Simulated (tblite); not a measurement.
# H16Si32: the cost of one run

Programs: tblite 0.8.0 and PySCF 2.14.0, with routines of our own; each step states its level. All values are computed. Atoms count from 0.

## 1. The starting structure

48 atoms, charge 0, multiplicity 1; geometry from: force field, distance geometry or constructed start.

## 2. Geometry optimisation with GFN1-xTB

What the job is given:

```
{"job": {"kind": "relax", "xc": "GFN1-xTB", "basis": "xTB"}, "charge": 0, "multiplicity": 1}
Si     7.223400    -3.145000    -0.226600
Si     5.279600    -2.023000     0.218100
Si     3.352300    -3.145500    -0.224000
Si     3.346400    -5.373900     0.218800
Si     5.281800    -6.497100    -0.221600
Si     7.215200    -5.378800     0.222400
Si     1.411500     0.211200    -0.228300
Si    -0.520900     1.329800     0.226500
Si    -2.457200     0.207400    -0.225400
Si    -2.462700    -2.026400     0.226600
Si    -0.526400    -3.144400    -0.227100
Si     1.408900    -2.027600     0.225000
Si    -0.527700     3.563000    -0.220000
Si    -2.457700     4.679200     0.222300
Si    -4.397800     3.567400    -0.224800
Si    -4.397500     1.327700     0.231300
Si    -6.330900     4.681700     0.225900
Si    -8.268100     3.558900    -0.226000
Si    -8.267600     1.328900     0.227500
Si    -6.328500     0.210400    -0.222300
Si     9.151900     0.213300    -0.223500
Si     7.217600     1.328600     0.224800
Si     5.286200     0.214100    -0.218400
Si     9.150000    -2.029900     0.223500
Si    -0.523800    -5.375700     0.225900
Si     1.405300    -6.496800    -0.222500
Si    -6.330600    -2.023300     0.224300
Si    -4.396200    -3.142600    -0.223800
Si     3.347700     1.327500     0.223000
Si    -2.458800     6.915400    -0.221600
Si    -4.392000     8.033200     0.223900
Si    -6.333200     6.916300    -0.224800
H      5.281800    -7.907500     0.057300
H      8.443200    -6.085500    -0.055500
H      0.699500     4.269900     0.055900
H     -9.489100     4.270300     0.056300
H     -9.490400     0.621400    -0.063300
H     10.377700     0.917900     0.056600
H      7.219600     2.734900    -0.059300
H     10.372000    -2.728000    -0.058000
H     -1.746900    -6.086500    -0.055400
H      1.417300    -7.913200     0.062900
H     -7.549000    -2.730400    -0.062800
H     -4.393000    -4.555400     0.057400
H      3.343400     2.740500    -0.056800
H     -1.239300     7.622400     0.055800
H     -4.393200     9.444300    -0.059800
H     -7.554200     7.623400     0.061500
```

Run with:

```bash
> OMP_NUM_THREADS=8 python large_run.py task.json out
```

This one command runs all jobs of the session in turn.

Q: Estimate the wall time and peak memory of this first job on 8 threads of Intel Xeon at 2.50GHz, shared host.

About 97 s, with a peak of 0.17 GiB.
